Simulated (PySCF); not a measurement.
# [Dy(NH3)]3+: forces at shaken geometries

Aim: move all atoms of relaxed [Dy(NH3)]3+ at random and read energies and forces. It is a constructed species; whether it can be made isn't addressed.

Computed with PySCF 2.14.0. Level: PBE, Dy lcecp-1-SVP with ECP55, N def2-SVP, H def2-SVP; scalar-relativistic core potentials, no spin–orbit coupling.

3 further runs of the same task are left out: 2 for a known fault of the program, 1 that didn't finish.

### 1 The starting structure

5 atoms, charge 3, spin multiplicity 1.

Bond lengths: Dy1–N2 2.319 Å, N2–H3 1.059 Å, N2–H4 1.059 Å, N2–H5 1.059 Å. Angles: Dy1–N2–H3 116.0°, Dy1–N2–H4 116.0°, Dy1–N2–H5 116.0°, H3–N2–H4 102.2°, H3–N2–H5 102.2°, H4–N2–H5 102.2°.

Geometry (Å):

```xyz
5
charge 3, multiplicity 1
Dy    0.0000    0.0000   -0.1313
N     0.0000    0.0000    2.1873
H     0.9517    0.0000    2.6517
H    -0.4759    0.8241    2.6517
H    -0.4758   -0.8242    2.6517
```

Formal oxidation states: Dy +3. Each metal's 9 4f electrons lie in its core potential, so multiplicities, spins and levels count the valence alone. An earlier session relaxed this geometry at PBE, Dy lcecp-1-SVP with ECP55, N def2-SVP, H def2-SVP (singlet, point group C3v).

Its energy there is -92.197987 Eh.

### 2 Atoms moved at random, σ = 0.15 Å

run.py (the lines that set the calculation)

```python
mol = gto.M(atom='''
Dy    -0.05630     0.09371    -0.29183
N     -0.09594    -0.20515     2.36455
H      0.97341     0.01111     2.66277
H     -0.38518     0.57245     2.66631
H     -0.43599    -0.47212     2.60927''',
    basis={'Dy': 'lcecp-1-SVP', 'N': 'def2-SVP', 'H': 'def2-SVP'},
    ecp={'Dy': 'lcecp-1-SVP'},
    charge=3, spin=0)
mf = dft.RKS(mol, xc='PBE')
mf.grids.atom_grid = (50, 194)  # f atoms: unpruned, at least (60, 302)
mf = mf.density_fit()  # fitting sets: Dy AutoAux, N def2-universal-JKFIT, H def2-universal-JKFIT
mf.conv_tol = 1e-08; mf.max_cycle = 55
mf.kernel(dm0)  # dm0: the density of the relaxed state
```

Started as:

```
$ OMP_NUM_THREADS=2 python run.py
```

### 3 Atoms moved at random, σ = 0.15 Å

run.py (the lines that set the calculation)

```python
mol = gto.M(atom='''
Dy     0.05704    -0.26447    -0.13359
N      0.07454     0.20718     2.03460
H      0.77113     0.00517     2.61597
H     -0.40203     0.80210     2.77028
H     -0.50068    -0.74998     2.72380''',
    basis={'Dy': 'lcecp-1-SVP', 'N': 'def2-SVP', 'H': 'def2-SVP'},
    ecp={'Dy': 'lcecp-1-SVP'},
    charge=3, spin=0)
mf = dft.RKS(mol, xc='PBE')
mf.grids.atom_grid = (50, 194)  # f atoms: unpruned, at least (60, 302)
mf = mf.density_fit()  # fitting sets: Dy AutoAux, N def2-universal-JKFIT, H def2-universal-JKFIT
mf.conv_tol = 1e-08; mf.max_cycle = 55
mf.kernel(dm0)  # dm0: the density of the relaxed state
```

### 4 Atoms moved at random, σ = 0.06 Å

run.py (the lines that set the calculation)

```python
mol = gto.M(atom='''
Dy    -0.01926    -0.07564    -0.20789
N     -0.01750    -0.00471     2.27653
H      0.99071     0.02025     2.64753
H     -0.39349     0.89587     2.61297
H     -0.56046    -0.83577     2.68193''',
    basis={'Dy': 'lcecp-1-SVP', 'N': 'def2-SVP', 'H': 'def2-SVP'},
    ecp={'Dy': 'lcecp-1-SVP'},
    charge=3, spin=0)
mf = dft.RKS(mol, xc='PBE')
mf.grids.atom_grid = (50, 194)  # f atoms: unpruned, at least (60, 302)
mf = mf.density_fit()  # fitting sets: Dy AutoAux, N def2-universal-JKFIT, H def2-universal-JKFIT
mf.conv_tol = 1e-08; mf.max_cycle = 55
mf.kernel(dm0)  # dm0: the density of the relaxed state
```

Before running it: what results should come out? Wanted: for each run, σ; energy rise; harmonic estimate −½ F·u; largest force component.

**Answer**, as computed:

| σ (Å) | energy rise (eV) | harmonic estimate −½ F·u (eV) | largest force component (eV/Å) |
| --- | --- | --- | --- |
| 0.15 | 26.978 | 46.663 | 124.87 |
| 0.15 | 1.700 | 1.401 | 7.05 |
| 0.06 | 0.204 | 0.190 | 1.81 |

Every displacement raises the energy. For a harmonic well the rise equals −½ F·u; the two differ by at most 73 % here (a move with σ = 0.15 Å), from anharmonicity, the grid and the small forces left at the relaxed point. These are double-zeta-type bases without diffuse functions. Spin–orbit coupling is left out.
